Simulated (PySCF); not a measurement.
**C₅H₂FO₂S−: runs on many settings**

Aim: see how C₅H₂FO₂S− (`O=C([O-])c1sccc1F`) answers to the choice of functional, basis, grid and SCF options.

The runs use PySCF 2.14.0, with density-fitted response routines of our own; the level of theory stands in each step. All values are computed, except where a source is named. Atoms are numbered from 0 throughout.

## (1) The molecule as given

11 atoms, charge -1, multiplicity 1; geometry from: GFN2-xTB.

Bonds of the start (Å): O0–C1 1.23, C1–O2 1.24, C1–C3 1.55, C3–S4 1.72, S4–C5 1.73, C5–C6 1.36, C6–C7 1.42, C7–F8 1.35, C7–C3 1.36, C5–H9 1.07, C6–H10 1.08.

## (2) NMR shieldings: PBE0/pcSseg-1

Job settings and geometry (Å):

```
{"job": {"kind": "nmr", "xc": "PBE0", "basis": "pcSseg-1"}, "charge": -1, "multiplicity": 1}
O      3.052100     0.291004     0.121938
C      2.179830    -0.554555    -0.045378
O      2.247320    -1.778672    -0.256143
C      0.692991    -0.124261    -0.006205
S     -0.271273    -1.524069    -0.274204
C     -1.729046    -0.604927    -0.150998
C     -1.489525     0.710296     0.085821
C     -0.099176     0.969855     0.164895
F      0.345696     2.228785     0.393503
H     -2.682289    -1.084798    -0.261166
H     -2.241205     1.474013     0.201973
```

Level: GIAO PBE0/pcSseg-1 NMR shielding, non-relativistic, gas phase.

Launch:

```bash
$ OMP_NUM_THREADS=1 python probes_run.py task.json out
```

This one command runs all jobs of the session in turn.

The log of the run:

```text
coarse grid: 11552 points
cycle   1  E = -839.2613641323  dE =  1.876e+00  |g| = 1.134e+00  |ddm| = 3.643e+00
cycle   2  E = -837.3504870461  dE =  1.911e+00  |g| = 2.604e+00  |ddm| = 4.655e+00
cycle   3  E = -839.3885658066  dE = -2.038e+00  |g| = 6.478e-01  |ddm| = 4.322e+00
cycle   4  E = -839.4967269735  dE = -1.082e-01  |g| = 2.139e-01  |ddm| = 7.314e-01
cycle   5  E = -839.5020889576  dE = -5.362e-03  |g| = 1.565e-01  |ddm| = 3.571e-01
cycle   6  E = -839.5081137713  dE = -6.025e-03  |g| = 3.417e-02  |ddm| = 1.966e-01
cycle   7  E = -839.5083399690  dE = -2.262e-04  |g| = 1.423e-02  |ddm| = 5.122e-02
cycle   8  E = -839.5083823286  dE = -4.236e-05  |g| = 4.969e-03  |ddm| = 2.156e-02
cycle   9  E = -839.5083862094  dE = -3.881e-06  |g| = 2.469e-03  |ddm| = 7.450e-03
final grid: 112552 points
cycle  10  E = -839.5918935172  dE = -9.862e-06  |g| = 1.386e-02  |ddm| = 3.726e-02
cycle  11  E = -839.5918015916  dE =  9.193e-05  |g| = 2.461e-02  |ddm| = 4.065e-02
cycle  12  E = -839.5919318898  dE = -1.303e-04  |g| = 2.712e-03  |ddm| = 2.871e-02
cycle  13  E = -839.5919332860  dE = -1.396e-06  |g| = 4.254e-04  |ddm| = 3.143e-03
cycle  14  E = -839.5919333211  dE = -3.506e-08  |g| = 9.589e-05  |ddm| = 6.374e-04
cycle  15  E = -839.5919333225  dE = -1.362e-09  |g| = 6.645e-05  |ddm| = 1.672e-04
cycle  16  E = -839.5919333235  dE = -9.948e-10  |g| = 7.720e-06  |ddm| = 6.496e-05
converged SCF energy = -839.5919333235

GIAO shielding tensors (ppm)
atom      isotropic    diamagn.    paramagn.     s11        s22        s33       span
  0 O        4.862     403.989    -399.128   -176.953    -78.167    269.705    446.658
  1 C       26.361     236.321    -209.960    -73.847     61.032     91.899    165.746
  2 O      -11.290     408.031    -419.322   -166.322      4.142    128.308    294.630
  3 C       32.230     267.662    -235.431     -1.830     11.672     86.849     88.680
  4 S      285.841    1057.109    -771.268    141.969    302.881    412.673    270.703
  5 C       58.392     262.427    -204.035    -42.058     53.259    163.977    206.035
  6 C       66.606     256.468    -189.862     -5.306     67.598    137.527    142.832
  7 C       33.591     244.342    -210.751    -19.403     43.603     76.573     95.976
  8 F      324.750     474.501    -149.751    210.121    329.953    434.177    224.056
  9 H       25.664      32.553      -6.889     23.998     25.023     27.970      3.972
 10 H       25.381      31.616      -6.236     22.447     25.546     28.149      5.701
```

Wall time 21 s (1 thread of Arm Neoverse V1, shared host); peak memory 0.8 GiB.

Shifts follow as δ = σ(reference) − σ, with reference shieldings (ppm) from runs at the same level and on the same kind of geometry: 1H TMS 31.72, 13C TMS 186.9, 19F CFCl3 170.9, 17O H2O 336.1, 33S CS2 504. The references are single molecules in the gas phase, so shifts against H2O, NH3, PH3, H3PO4 or CFCl3 are not on the usual liquid scales and can be off by tens of ppm. Atoms listed in one row are averaged.

| atoms | environment | σ (ppm) | δ (ppm) |
| --- | --- | --- | --- |
| C1 | carboxylate carbon | 26.4 | 160.6 |
| C3 | substituted aromatic carbon next to the ring sulfur | 32.2 | 154.7 |
| C7 | aromatic carbon bearing fluorine | 33.6 | 153.3 |
| C5 | aromatic CH next to the ring sulfur | 58.4 | 128.5 |
| C6 | aromatic CH | 66.6 | 120.3 |
| H10 | hydrogen on an aromatic CH | 25.38 | 6.34 |
| H9 | hydrogen on an aromatic CH next to the ring sulfur | 25.66 | 6.05 |
| O0, O2 | carboxylate oxygen | -3.2 | 339.3 |
| S4 | aromatic ring sulfur | 286 | 218 |
| F8 | aryl fluorine | 324.8 | -153.8 |

The run also stored atomic charges by several schemes (e):

| atoms | Mulliken | IAO | Hirshfeld | ESP fit |
| --- | --- | --- | --- | --- |
| O0, O2 | -0.55 | -0.63 | -0.41 | -0.68 |
| C1 | 0.59 | 0.51 | 0.10 | 0.71 |
| C3 | -0.59 | -0.27 | -0.08 | -0.15 |
| S4 | 0.30 | 0.38 | 0.07 | 0.03 |
| C5 | -0.30 | -0.36 | -0.12 | -0.35 |
| C6 | -0.12 | -0.24 | -0.12 | -0.32 |
| C7 | 0.37 | 0.24 | 0.04 | 0.27 |
| F8 | -0.29 | -0.28 | -0.11 | -0.20 |

Mayer bond orders: O0–C1 1.86, C1–O2 1.66, C1–C3 0.78, C3–S4 1.17, S4–C5 1.14, C5–C6 1.53, C6–C7 1.29, C7–F8 0.95, C7–C3 1.49.

Ring of atoms C3, S4, C5, C6, C7: NICS(0) -13.8, NICS(1) -10.3, NICS(1)zz -22.0 ppm (means of both faces).

## (3) TDDFT and polarisability: PBE0/def2-SVPD

Settings changed since step 2:

```diff
@@ -1,2 +1,2 @@
-{"job": {"kind": "nmr", "xc": "PBE0", "basis": "pcSseg-1"}, "charge": -1, "multiplicity": 1}
+{"job": {"kind": "uv", "xc": "PBE0", "basis": "def2-SVPD", "nstates": 6, "ntriplets": 2}, "charge": -1, "multiplicity": 1}
 O      3.052100     0.291004     0.121938
```

Level: TDDFT PBE0/def2-SVPD, vertical, gas phase, core orbitals frozen in the response.

The log of the run:

```text
coarse grid: 11552 points
cycle   1  E = -838.8869739607  dE =  1.802e+00  |g| = 1.079e+00  |ddm| = 6.437e+00
cycle   2  E = -837.3877365019  dE =  1.499e+00  |g| = 2.698e+00  |ddm| = 5.027e+01
cycle   3  E = -839.0832917124  dE = -1.696e+00  |g| = 4.031e-01  |ddm| = 5.005e+01
cycle   4  E = -839.1138823094  dE = -3.059e-02  |g| = 2.443e-01  |ddm| = 1.219e+00
cycle   5  E = -839.1267404072  dE = -1.286e-02  |g| = 9.591e-02  |ddm| = 6.315e-01
cycle   6  E = -839.1287563432  dE = -2.016e-03  |g| = 2.248e-02  |ddm| = 2.547e-01
cycle   7  E = -839.1288494965  dE = -9.315e-05  |g| = 1.186e-02  |ddm| = 5.592e-02
cycle   8  E = -839.1288827707  dE = -3.327e-05  |g| = 3.083e-03  |ddm| = 2.912e-02
cycle   9  E = -839.1288845723  dE = -1.802e-06  |g| = 1.349e-03  |ddm| = 7.755e-03
final grid: 112552 points
cycle  10  E = -839.2386737055  dE = -1.783e-05  |g| = 1.193e-02  |ddm| = 1.471e-01
cycle  11  E = -839.2386088768  dE =  6.483e-05  |g| = 2.074e-02  |ddm| = 5.797e-02
cycle  12  E = -839.2387032514  dE = -9.437e-05  |g| = 1.666e-03  |ddm| = 4.357e-02
cycle  13  E = -839.2387038117  dE = -5.603e-07  |g| = 5.765e-04  |ddm| = 3.947e-03
cycle  14  E = -839.2387038745  dE = -6.282e-08  |g| = 9.911e-05  |ddm| = 1.156e-03
cycle  15  E = -839.2387038762  dE = -1.685e-09  |g| = 5.653e-05  |ddm| = 3.511e-04
cycle  16  E = -839.2387038769  dE = -7.135e-10  |g| = 1.527e-05  |ddm| = 1.282e-04
converged SCF energy = -839.2387038769

Static polarisability (au): isotropic 89.979, principal 56.040 99.493 114.405

Singlet excitations
state   eV       nm        f      main configurations
  1   4.0756    304.2   0.00001   H->L 0.96
  2   4.3234    286.8   0.00007   H-1->L 0.97
  3   4.7833    259.2   0.00415   H-2->L 0.97
  4   5.1097    242.6   0.00285   H->L+1 0.85
  5   5.2908    234.3   0.02611   H-1->L+1 0.62, H-3->L 0.21
  6   5.3476    231.9   0.10631   H-3->L 0.68, H-1->L+1 0.22

Triplet excitations (Tamm-Dancoff, eV): 3.6080 3.8848
```

Wall time 34 s (1 thread of Arm Neoverse V1, shared host); peak memory 0.92 GiB.

The orbitals next to the gap, with their largest atomic shares:

| orbital | eV | atoms |
| --- | --- | --- |
| HOMO−3 | -3.02 | C3 27 %, C5 22 %, C7 20 % |
| HOMO−2 | -2.71 | O2 44 %, O0 37 %, C1 11 % |
| HOMO−1 | -2.60 | O2 56 %, O0 15 %, C3 11 % |
| HOMO | -2.32 | O0 62 %, O2 22 %, C1 7 % |
| LUMO | 3.02 | C5 23 %, S4 21 %, C3 16 % |
| LUMO+1 | 3.55 | S4 61 %, H9 14 %, C5 8 % |
| LUMO+2 | 4.03 | S4 27 %, C6 19 %, C7 13 % |

With each of the 6 states as a Gaussian band of 0.4 eV half-width at 1/e, the curve within the window shown has maxima at 233 nm (ε 5,500) L/(mol cm). Beyond the last state computed it falls off for lack of states. The curve at chosen wavelengths:

| nm | ε (L/mol/cm) |
| --- | --- |
| 220 | 2950 |
| 225 | 4363 |
| 231 | 5379 |
| 236 | 5312 |
| 242 | 4328 |
| 247 | 3198 |
| 253 | 1966 |
| 258 | 1218 |
| 264 | 653 |
| 269 | 384 |
| 275 | 205 |
| 280 | 123 |
| 286 | 67 |
| 291 | 41 |
| 297 | 22 |
| 302 | 13 |
| 308 | 7 |
| 313 | 4 |
| 319 | 2 |
| 324 | 2 |
| 330 | 1 |
| 335 | 1 |
| 341 | 0 |
| 346 | 0 |
| 352 | 0 |
| 357 | 0 |

Ground-state properties from the same run:

| property | computed |
| --- | --- |
| polarisability (Å³) | 13.33 |
| HOMO–LUMO gap (eV) | 5.34 |
| −ε(HOMO) (eV) | 2.32 |

## (4) Shielding tensors: OPBE/Sadlej pVTZ in methanol

Settings changed since step 3:

```diff
@@ -1,2 +1,2 @@
-{"job": {"kind": "uv", "xc": "PBE0", "basis": "def2-SVPD", "nstates": 6, "ntriplets": 2}, "charge": -1, "multiplicity": 1}
+{"job": {"kind": "nmr", "xc": "OPBE", "basis": "Sadlej pVTZ", "solvent": "methanol", "pop": false, "scf": {"conv": 1e-07}}, "charge": -1, "multiplicity": 1}
 O      3.052100     0.291004     0.121938
```

With the program's defaults for keys left out, this is: GIAO OPBE/Sadlej pVTZ NMR shielding, non-relativistic, IEF-PCM methanol.

The log of the run:

```text
final grid: 112552 points
cycle   1  E = -839.9917941651  dE =  1.586e+00  |g| = 1.159e+00  |ddm| = 2.440e+01
cycle   2  E = -837.5558686207  dE =  2.436e+00  |g| = 3.013e+00  |ddm| = 2.691e+01
cycle   3  E = -840.1467685186  dE = -2.591e+00  |g| = 6.442e-01  |ddm| = 2.547e+01
cycle   4  E = -840.2564605650  dE = -1.097e-01  |g| = 1.964e-01  |ddm| = 3.316e+00
cycle   5  E = -840.2566923342  dE = -2.318e-04  |g| = 1.867e-01  |ddm| = 1.828e+00
cycle   6  E = -840.2661287431  dE = -9.436e-03  |g| = 4.627e-02  |ddm| = 5.602e-01
cycle   7  E = -840.2665869512  dE = -4.582e-04  |g| = 2.229e-02  |ddm| = 1.921e-01
cycle   8  E = -840.2666841959  dE = -9.724e-05  |g| = 8.295e-03  |ddm| = 7.358e-02
cycle   9  E = -840.2666968411  dE = -1.265e-05  |g| = 2.979e-03  |ddm| = 2.790e-02
cycle  10  E = -840.2666987820  dE = -1.941e-06  |g| = 8.823e-04  |ddm| = 1.305e-02
cycle  11  E = -840.2666989419  dE = -1.598e-07  |g| = 3.103e-04  |ddm| = 3.065e-03
cycle  12  E = -840.2666989604  dE = -1.852e-08  |g| = 1.536e-04  |ddm| = 1.474e-03
converged SCF energy = -840.2666989604

GIAO shielding tensors (ppm)
atom      isotropic    diamagn.    paramagn.     s11        s22        s33       span
  0 O       50.794     387.286    -336.491   -112.123      1.789    262.717    374.840
  1 C       42.022     289.051    -247.029    -38.919     77.152     87.832    126.751
  2 O       17.920     393.090    -375.170   -118.845     23.313    149.292    268.137
  3 C       58.757     255.760    -197.003     30.360     44.080    101.832     71.472
  4 S      323.928    1073.271    -749.342    199.732    342.636    429.417    229.685
  5 C       70.508     174.921    -104.413    -16.325     57.181    170.668    186.993
  6 C       80.237     208.297    -128.059     20.433     73.555    146.724    126.290
  7 C       49.313     252.333    -203.020      9.889     54.970     83.081     73.192
  8 F      313.897     448.477    -134.580    190.686    313.100    437.903    247.217
  9 H       24.682      40.747     -16.064     22.788     23.956     27.303      4.515
 10 H       24.635      31.958      -7.323     21.807     25.276     26.820      5.013
```

It took 35 s on 1 thread of Arm Neoverse V1, shared host; peak memory 0.99 GiB.

Key values: σ C1 42.0, C7 49.3, C3 58.8, C5 70.5, H10 24.63, H9 24.68 ppm.

## (5) TDDFT and polarisability: WP04/IGLO-II

Settings changed since step 4:

```diff
@@ -1,2 +1,2 @@
-{"job": {"kind": "nmr", "xc": "OPBE", "basis": "Sadlej pVTZ", "solvent": "methanol", "pop": false, "scf": {"conv": 1e-07}}, "charge": -1, "multiplicity": 1}
+{"job": {"kind": "uv", "xc": "WP04", "basis": "IGLO-II", "nstates": 3, "ntriplets": 5, "tda": false, "scf": {"aux": "def2-qzvpp-jkfit", "guess": "sap"}}, "charge": -1, "multiplicity": 1}
 O      3.052100     0.291004     0.121938
```

With the program's defaults for keys left out, this is: TDDFT WP04/IGLO-II, vertical, gas phase, core orbitals frozen in the response.

The log of the run:

```text
final grid: 112552 points
cycle   1  E = -832.6969987821  dE =  1.656e+01  |g| = 7.428e+00  |ddm| = 9.730e+01
cycle   2  E = -755.5942538114  dE =  7.710e+01  |g| = 1.830e+01  |ddm| = 9.723e+01
cycle   3  E = -835.5386246237  dE = -7.994e+01  |g| = 6.975e+00  |ddm| = 1.829e+01
cycle   4  E = -799.0227046170  dE =  3.652e+01  |g| = 1.065e+01  |ddm| = 2.507e+01
cycle   5  E = -852.7488517466  dE = -5.373e+01  |g| = 1.440e+00  |ddm| = 2.427e+01
cycle   6  E = -852.5643763400  dE =  1.845e-01  |g| = 1.794e+00  |ddm| = 2.516e+00
cycle   7  E = -853.2330801661  dE = -6.687e-01  |g| = 3.696e-01  |ddm| = 1.646e+00
cycle   8  E = -853.2269794508  dE =  6.101e-03  |g| = 4.253e-01  |ddm| = 5.438e-01
cycle   9  E = -853.2589452695  dE = -3.197e-02  |g| = 7.360e-02  |ddm| = 3.017e-01
cycle  10  E = -853.2601783011  dE = -1.233e-03  |g| = 2.001e-02  |ddm| = 7.790e-02
cycle  11  E = -853.2602460175  dE = -6.772e-05  |g| = 1.060e-02  |ddm| = 2.683e-02
cycle  12  E = -853.2602699916  dE = -2.397e-05  |g| = 2.746e-03  |ddm| = 8.922e-03
cycle  13  E = -853.2602716815  dE = -1.690e-06  |g| = 8.898e-04  |ddm| = 3.014e-03
cycle  14  E = -853.2602718187  dE = -1.372e-07  |g| = 4.379e-04  |ddm| = 9.523e-04
cycle  15  E = -853.2602718606  dE = -4.191e-08  |g| = 1.847e-04  |ddm| = 3.889e-04
cycle  16  E = -853.2602718668  dE = -6.236e-09  |g| = 3.573e-05  |ddm| = 1.346e-04
cycle  17  E = -853.2602718670  dE = -2.244e-10  |g| = 1.964e-05  |ddm| = 4.329e-05
converged SCF energy = -853.2602718670

Static polarisability (au): isotropic 72.710, principal 36.325 83.851 97.955

Singlet excitations
state   eV       nm        f      main configurations
  1   3.5732    347.0   0.00001   H->L 0.99
  2   3.8932    318.5   0.00001   H-1->L 0.99
  3   4.2367    292.6   0.00538   H-2->L 0.98

Triplet excitations (Tamm-Dancoff, eV): 3.4447 3.5165 3.6924 3.7737 4.3610
```

Wall time 34 s (1 thread of Arm Neoverse V1, shared host); peak memory 0.93 GiB.

In short: HOMO -2.98 eV, LUMO 1.17 eV; lowest singlet 3.57 eV.

## (6) NMR shieldings: wB97X-D/ANO-RCC-VDZP

Settings changed since step 5:

```diff
@@ -1,2 +1,2 @@
-{"job": {"kind": "uv", "xc": "WP04", "basis": "IGLO-II", "nstates": 3, "ntriplets": 5, "tda": false, "scf": {"aux": "def2-qzvpp-jkfit", "guess": "sap"}}, "charge": -1, "multiplicity": 1}
+{"job": {"kind": "nmr", "xc": "wB97X-D", "basis": "ANO-RCC-VDZP", "pop": false, "scf": {"level_shift": 0.3}}, "charge": -1, "multiplicity": 1}
 O      3.052100     0.291004     0.121938
```

With the program's defaults for keys left out, this is: GIAO wB97X-D/ANO-RCC-VDZP NMR shielding, non-relativistic, gas phase.

The log of the run:

```text
final grid: 112552 points
cycle   1  E = -839.5812198730  dE =  2.258e+00  |g| = 1.318e+00  |ddm| = 5.194e+00
cycle   2  E = -839.7914322924  dE = -2.102e-01  |g| = 1.067e+00  |ddm| = 1.708e+00
cycle   3  E = -839.9745848820  dE = -1.832e-01  |g| = 2.536e-01  |ddm| = 5.715e-01
cycle   4  E = -839.9875600064  dE = -1.298e-02  |g| = 6.610e-02  |ddm| = 1.890e-01
cycle   5  E = -839.9887883211  dE = -1.228e-03  |g| = 1.452e-02  |ddm| = 7.829e-02
cycle   6  E = -839.9889522517  dE = -1.639e-04  |g| = 7.466e-03  |ddm| = 3.866e-02
cycle   7  E = -839.9889970095  dE = -4.476e-05  |g| = 4.347e-03  |ddm| = 1.994e-02
cycle   8  E = -839.9890133698  dE = -1.636e-05  |g| = 2.118e-03  |ddm| = 1.231e-02
cycle   9  E = -839.9890184658  dE = -5.096e-06  |g| = 1.173e-03  |ddm| = 7.122e-03
cycle  10  E = -839.9890201355  dE = -1.670e-06  |g| = 5.641e-04  |ddm| = 4.166e-03
cycle  11  E = -839.9890205974  dE = -4.619e-07  |g| = 3.123e-04  |ddm| = 2.231e-03
cycle  12  E = -839.9890207199  dE = -1.225e-07  |g| = 1.680e-04  |ddm| = 1.122e-03
cycle  13  E = -839.9890207554  dE = -3.547e-08  |g| = 9.876e-05  |ddm| = 6.357e-04
cycle  14  E = -839.9890207657  dE = -1.033e-08  |g| = 4.943e-05  |ddm| = 3.383e-04
cycle  15  E = -839.9890207681  dE = -2.394e-09  |g| = 2.437e-05  |ddm| = 1.617e-04
cycle  16  E = -839.9890207686  dE = -5.552e-10  |g| = 1.394e-05  |ddm| = 7.739e-05
level shift removed, Fock matrix diagonalised once more
converged SCF energy = -839.9890207686

GIAO shielding tensors (ppm)
atom      isotropic    diamagn.    paramagn.     s11        s22        s33       span
  0 O       30.640     402.613    -371.973   -152.405    -27.493    271.817    424.222
  1 C       34.061     247.884    -213.823    -63.737     74.149     91.773    155.510
  2 O        9.801     404.664    -394.862   -141.322     24.969    145.757    287.079
  3 C       37.147     255.841    -218.695      3.841     13.452     94.147     90.306
  4 S      358.087    1072.696    -714.609    221.902    405.947    446.411    224.509
  5 C       62.548     252.709    -190.161    -41.721     60.361    169.004    210.724
  6 C       74.748     252.246    -177.497      2.972     75.097    146.176    143.204
  7 C       42.131     253.091    -210.960    -11.299     53.874     83.818     95.117
  8 F      346.655     471.416    -124.761    247.893    346.282    445.791    197.897
  9 H       25.259      32.478      -7.219     23.832     24.449     27.496      3.664
 10 H       25.428      32.365      -6.937     23.021     25.400     27.862      4.841
```

It took 50 s on 1 thread of Arm Neoverse V1, shared host; peak memory 0.92 GiB.

In short: δ C1 156.5, C3 153.4, C7 148.4, C5 128.0, H9 6.63, H10 6.46 ppm.

## (7) Comparing the runs: NMR shifts

Isotropic shieldings (ppm) of some atoms, chosen among heavy atoms and hydrogens apart, means over like atoms, with basis size and wall time:

| run | C3 | C7 | H10 | H9 | O0 | S4 | F8 | functions | time |
| --- | --- | --- | --- | --- | --- | --- | --- | --- | --- |
| PBE0/pcSseg-1 | 32.2 | 33.6 | 25.38 | 25.66 | -3.2 | 286 | 324.8 | 170 | 21 s |
| OPBE/Sadlej pVTZ in methanol | 58.8 | 49.3 | 24.63 | 24.68 | 34.4 | 324 | 313.9 | 242 | 35 s |
| wB97X-D/ANO-RCC-VDZP | 37.1 | 42.1 | 25.43 | 25.26 | 20.2 | 358 | 346.7 | 140 | 50 s |

## (8) Comparing the runs: electronic excitations

Excitations and ground-state properties, with basis size and wall time:

| run | lowest singlet (eV) | brightest (eV) | f | gap (eV) | α (Å³) | functions | time |
| --- | --- | --- | --- | --- | --- | --- | --- |
| PBE0/def2-SVPD | 4.08 | 5.35 | 0.106 | 5.34 | 13.33 | 212 | 34 s |
| WP04/IGLO-II | 3.57 | 4.24 | 0.005 | 4.15 | 10.77 | 223 | 34 s |

## (9) Summary of results

| quantity | value |
| --- | --- |
| 13C shifts against TMS (PBE0/pcSseg-1) | 160.6, 154.7, 153.3, 128.5, 120.3 ppm |
| 1H shifts against TMS (PBE0/pcSseg-1) | 6.34, 6.05 ppm |
| 17O shifts against H2O (PBE0/pcSseg-1, means over atoms taken as alike) | 339.3 ppm |
| 33S shifts against CS2 (PBE0/pcSseg-1) | 218 ppm |
| 19F shifts against CFCl3 (PBE0/pcSseg-1) | -153.8 ppm |
| lowest singlet (PBE0/def2-SVPD) | 4.08 eV (304 nm), f = 0.000 |
| brightest single state of those computed | state 6, 5.35 eV, f = 0.106 |
| lowest triplet | 3.61 eV |
| range of the shielding of S4 | 286 to 358 ppm |
| range of the lowest singlet | 3.57 to 4.08 eV |

In words: Single values in the summary come from the first sound run of each kind (PBE0/pcSseg-1; PBE0/def2-SVPD), which need not be the best level. At PBE0/pcSseg-1: Shielding is most anisotropic at O0, O2 (span 371 ppm, paramagnetic term -409 ppm). NICS(1)zz of -22 ppm above the planar ring from C3 marks a diatropic (aromatic) ring current. The first singlet state (HOMO→LUMO 0.96) lies at 4.08 eV and is dark; of the 6 states computed, the strongest absorption comes from state 6 at 5.35 eV (the last computed, so partners may be missing). The lowest triplet lies 0.47 eV below the lowest singlet (triplets in Tamm-Dancoff, singlets in full TDDFT). The lowest singlet lies above −ε(HOMO); no detachment energy was computed, so the anion's states may not be bound. Across the 3 runs the shielding of S4 moves most, between 286 (PBE0/pcSseg-1) and 358 ppm (wB97X-D/ANO-RCC-VDZP). The lowest singlet runs from 3.57 eV (WP04/IGLO-II) to 4.08 eV (PBE0/def2-SVPD), while the orbital gap spans 4.15 to 5.34 eV. The lowest state need not be the same one in every run. The runs solved for a few states only, so the brightest column depends on that window.
